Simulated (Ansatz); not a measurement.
# H7NSeSn: the cost of one run

Method: RKS PBE0-D4/def2-SVP, in Ansatz 0.2.0.

## 1. Starting point

Bond lengths: Sn1–N2 2.457 Å, Sn1–H3 1.696 Å, Sn1–H4 1.693 Å, Sn1–H5 1.736 Å, Sn1–Se7 3.026 Å, N2–H8 1.011 Å, N2–H9 1.011 Å, Se7–H10 1.434 Å. Angles: Sn1–N2–H8 118.4°, Sn1–N2–H9 122.9°, H8–N2–H9 108.1°, N2–Sn1–H3 84.4°, N2–Sn1–H4 89.1°, N2–Sn1–H5 156.4°, N2–Sn1–Se7 67.8°, H3–Sn1–H4 114.6°, H3–Sn1–H5 103.5°, H3–Sn1–Se7 128.5°, H4–Sn1–H5 107.0°, H4–Sn1–Se7 107.7°, H5–Sn1–Se7 90.5°, Sn1–Se7–H10 90.8°.

Coordinates:

```xyz
10

Sn   -0.6313   -0.9829   -0.5891
N     1.2807    0.1284    0.4823
H     0.5567   -1.8605   -1.4218
H    -1.0622   -1.6301    0.9147
H    -2.0250   -1.1131   -1.6163
H     0.7187    1.3242    0.3137
Se   -0.9940    2.0175   -0.4363
H     2.1566    0.1704   -0.0205
H     1.4881    0.0365    1.4674
H    -1.4883    1.9096    0.9060
```

## 2. Pulling towards end A

Springs on the bonds that form and break draw the guess towards this end; the thresholds are loose.

input.yaml

```yaml
crystal:
  periodic: [false, false, false]
  atoms:
    - { symbol: Sn, position_ang: [-0.6313, -0.9829, -0.5891] }
    - { symbol: "N", position_ang: [1.2807, 0.1284, 0.4823] }
    - { symbol: H, position_ang: [0.5567, -1.8605, -1.4218] }
    - { symbol: H, position_ang: [-1.0622, -1.6301, 0.9147] }
    - { symbol: H, position_ang: [-2.025, -1.1131, -1.6163] }
    - { symbol: H, position_ang: [0.7187, 1.3242, 0.3137] }
    - { symbol: Se, position_ang: [-0.994, 2.0175, -0.4363] }
    - { symbol: H, position_ang: [2.1566, 0.1704, -0.0205] }
    - { symbol: H, position_ang: [1.4881, 0.0365, 1.4674] }
    - { symbol: H, position_ang: [-1.4883, 1.9096, 0.906] }
basis:
  gaussian: { orbitals: def2-SVP }
hamiltonian:
  xc: pbe0
  dispersion: d4
relax:
  f_tol: 0.15
  max_steps: 25
  restrain:
    - { distance: [0, 6], at: 3.89, k: 30.0 }
    - { distance: [5, 1], at: 2.32, k: 30.0 }
    - { distance: [0, 1], at: 2.1, k: 30.0 }
    - { distance: [5, 6], at: 1.51, k: 30.0 }
```

Run with:

```bash
$ ansatz run input.yaml --threads 2 --pin off --max-ram 3072MiB --backend cpu --events-out ev --progress --plain --runs-dir out
```

What time and memory should one allow on 2 threads of AMD EPYC 9R14 (Zen 4), shared host?

About 24 s, with a peak of 0.28 GiB.
